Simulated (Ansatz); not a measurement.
**SnSe2: the band gap up the ladder of functionals**

An exercise on one series of results from a longer session: the logs are not shown, and one member is left open.

The runs shown are made with Ansatz 0.2.0. PAW datasets, plane waves. The values are computed, spin-unpolarised, and not measurements.

## Starting point

The cell was relaxed beforehand with r2SCAN+rVV10.

The symmetry is P-3m1 (No. 164, trigonal); a = 3.825 Å, c = 6.227 Å in the conventional setting, 26.30 Å³ an atom. Around Sn lie 6 Se at 2.71 Å; around Se lie 3 Sn at 2.71 Å.

The structure in full:

```xyz
3
Lattice="3.8252 0.0000 0.0000 -1.9126 3.3127 0.0000 0.0000 0.0000 6.2271" Properties=species:S:1:pos:R:3 pbc="T T T"
Sn    0.0000    0.0000    0.0000
Se    0.0000    2.2085    1.5759
Se    1.9126    1.1042    4.6511
```

Set-up of the first run:

The input, input.yaml:

```yaml
crystal:
  lattice:
    - [3.8251636844, 0.0, 0.0]
    - [-1.9125818422, 3.3126889243, 0.0]
    - [0.0, 0.0, 6.2270591582]
  atoms:
    - { symbol: Sn, position: [0.0, 0.0, 0.0] }
    - { symbol: Se, position: [0.3333333333, 0.6666666667, 0.2530759] }
    - { symbol: Se, position: [0.6666666667, 0.3333333333, 0.7469241] }
kpoints:
  mp_grid: { grid: [12, 12, 4] }
  band_path:
    path:
      - [[0.0, 0.0, 0.0], [0.5, 1.488465718547e-17, -1.674242395317e-33], [0.3333333333333, 0.3333333333333, -1.395693334029e-33], [0.0, 0.0, 0.0], [3.268071989386e-51, -1.609635567326e-50, 0.5], [0.5, 1.488465718547e-17, 0.5], [0.3333333333333, 0.3333333333333, 0.5], [3.268071989386e-51, -1.609635567326e-50, 0.5]]
      - [[0.5, 1.488465718547e-17, 0.5], [0.5, 1.488465718547e-17, -1.674242395317e-33]]
      - [[0.3333333333333, 0.3333333333333, 0.5], [0.3333333333333, 0.3333333333333, -1.395693334029e-33]]
    npoints: 10
hamiltonian:
  xc: pbe
scf:
  occupations: { method: fermi_dirac, width: 0.02 }
  n_extra_bands: 4
output:
  forces: true
  stress: true
  eigenvalues: true
  write_density: true
  write_potential: true
  elf: true
  volumetric_format: npy
```

Run with:

```bash
$ ansatz run input.yaml --threads 2 --pin off --max-ram 2211MiB --backend cpu --events-out ev --progress --plain --runs-dir out
```

Steps of the session up to this table: PBE band path; r2SCAN; Single point with HSE06; PBE+SOC at the same geometry; PBE0 at the same geometry; Single point with LDA; One-shot GW from PBE; G0W0 on PBE.

One table of the session follows, with a row left open; its other results are not shown here.

| level | gap (eV) |
| --- | --- |
| PBE | ? |
| r2SCAN | 0.92 |
| HSE06 | 1.30 |
| PBE+SOC | 0.60 |
| PBE0 | 1.95 |
| LDA | 0.48 |
| G0W0@PBE (235 empty bands) | 1.18 |
| G0W0@PBE (584 empty bands) | 1.17 |

**Question.** Estimate the row for PBE.

The run gave: gap (eV): 0.67. In the column «gap (eV)» it lies between PBE+SOC (0.60) and r2SCAN (0.92).

Meshes: PBE 12×12×4, r2SCAN 12×12×4, HSE06 6×6×4, PBE+SOC 12×12×4, PBE0 6×6×4, LDA 12×12×4

LDA gives the least gap, 0.48 eV, and PBE0 the largest, 1.95 eV. PBE reaches 57 % of the G0W0@PBE value, and r2SCAN 78 %. PBE0 lies 0.65 eV above HSE06, which differs from it by screening the long-range exchange. The G0W0 figures hold for the stated bands, cutoff and mesh and aren't extrapolated.

Limits of these values: Warnings in the runs' records: stress exchange threshold loose, stress scf threshold loose.
